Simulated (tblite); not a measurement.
# AlBH17N5O4Si: the cost of one run

Computed with tblite 0.8.0 and PySCF 2.14.0; each step states its level. No surroundings beyond the atoms listed, unless a continuum is named. Atoms count from 0, parts from 1.

### 1 The system as given

29 atoms, charge 0, multiplicity 1; geometry: parts in contact. Parts: 1 = atoms 0–18, `O[B-]1(O)N[SiH2][NH][Al-]([OH])([OH])[NH]1`, charge -2; 2 = atoms 19–23, `[NH4+]`, charge 1; 3 = atoms 24–28, `[NH4+]`, charge 1. In the given geometry H22 has moved to N9 of another part (1.02 Å), so values for the parts refer to these atom groups.

### 2 Search for minima with GFN2-xTB

What the job is given:

```
{"job": {"kind": "dock", "xc": "GFN2-xTB", "basis": "xTB"}, "charge": 0, "multiplicity": 1, "parts": [{"atoms": "0-18", "charge": -2, "multiplicity": 1}, {"atoms": "19-23", "charge": 1, "multiplicity": 1}, {"atoms": "24-28", "charge": 1, "multiplicity": 1}]}
O     -2.346078     1.427523     0.933931
B     -1.141169     0.746276     0.606568
O     -0.886062    -0.409905     1.459172
N      0.066775     1.721019     0.591221
Si     1.668796     1.244901     0.471093
N      1.637771    -0.329550    -0.438100
Al    -0.039057    -1.281875    -1.041970
O      0.340422    -1.559562    -2.649441
O     -0.403940    -2.649065    -0.153963
N     -1.261452     0.171908    -0.908606
H     -2.553244     1.302034     1.856560
H      0.044515    -0.529622     1.631527
H     -0.176707     2.694878     0.568462
H      2.320278     0.868122     1.745771
H      2.574595     2.112044    -0.299966
H      2.270398    -0.251879    -1.226024
H      0.214557    -2.293066    -3.228782
H     -0.833128    -2.787770     0.678283
H     -2.225912    -0.137566    -0.987675
N     -0.876765     1.146171    -3.683513
H     -0.019376     0.652512    -3.458604
H     -1.514086     0.451840    -4.056089
H     -1.171328     0.918543    -1.597950
H     -0.678993     1.810157    -4.421886
N      2.574429    -2.744246     0.823688
H      3.038657    -3.071226     1.660048
H      3.033556    -3.148322     0.016317
H      1.609629    -3.060663     0.836728
H      2.022138    -1.093226     0.136498
```

Level: GFN2-xTB search for minima from random contacts, gas phase.

The run is started by

```bash
> OMP_NUM_THREADS=1 python cluster_run.py task.json out
```

One launch serves the whole session: the jobs run in the order shown.

**Question.** How long does this first job take on 1 thread of Arm Neoverse V1, shared host?

About 24 s.
